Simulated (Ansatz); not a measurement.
# AlBrH2O (SMILES [OH][AlH][Br]): functionals against CCSD(T) at one geometry

An exercise on one series of results from a longer session: the logs are not shown, and one member is left open.

Computed with Ansatz 0.2.0, Gaussian basis. Level: single points in def2-TZVPP.

Cores are frozen in the correlated methods. Filled d shells of the heavier atoms are correlated.

## The system as given

5 atoms, charge 0, spin multiplicity 1.

Atoms are counted from 1 here; the program's logs count them from 0.

Bond lengths: O1–Al2 1.527 Å, O1–H4 1.012 Å, Al2–Br3 2.329 Å, Al2–H5 1.580 Å. Angles: Al2–O1–H4 176.4°, O1–Al2–Br3 124.5°, O1–Al2–H5 124.1°, Br3–Al2–H5 110.4°.

As a file:

```xyz
5

O    -1.0344   -0.2614   -0.4302
Al    0.3162    0.2685    0.0464
Br    2.1347   -1.0730    0.6082
H    -1.8999   -0.6405   -0.7938
H     0.5722    1.7606    0.4985
```

The first run:

run/in.yaml

```yaml
crystal:
  periodic: [false, false, false]
  atoms:
    - {symbol: O, position_ang: [-1.034400, -0.261400, -0.430200]}
    - {symbol: Al, position_ang: [0.316200, 0.268500, 0.046400]}
    - {symbol: Br, position_ang: [2.134700, -1.073000, 0.608200]}
    - {symbol: H, position_ang: [-1.899900, -0.640500, -0.793800]}
    - {symbol: H, position_ang: [0.572200, 1.760600, 0.498500]}
basis:
  gaussian: {orbitals: def2-TZVPP}
correlation: {method: ccsd_t}
output: {forces: true}
```

No record of the launch command was kept for these runs.

Steps of the session up to this table: CCSD(T)/def2-TZVPP; PBE0-D4/def2-TZVPP; wB97M-V/def2-TZVPP; r2SCAN-D4/def2-TZVPP; PBE-D4/def2-TZVPP; B97M-V/def2-TZVPP; r2SCAN0-D4/def2-TZVPP.

One of the session's tables, all rows but one given; the rest of the session is left out.

```
    method  RMS force component (eV/Å)  angle to CCSD(T) forces (°)  dipole (D)
   CCSD(T)                       2.922                    reference        3.41
   PBE0-D4                           ?                            ?           ?
   wB97M-V                       2.880                          0.9        3.45
 r2SCAN-D4                       2.830                          0.2        3.39
    PBE-D4                       2.820                          2.8        3.26
    B97M-V                       2.774                          2.3        3.37
r2SCAN0-D4                       2.845                          2.5        3.45
```

**Question.** Estimate the row for PBE0-D4.

**Answer.** RMS force component (eV/Å): 2.832; angle to CCSD(T) forces (°): 1.1; dipole (D): 3.37. In the column «RMS force component (eV/Å)» it lies between r2SCAN-D4 (2.830) and r2SCAN0-D4 (2.845).
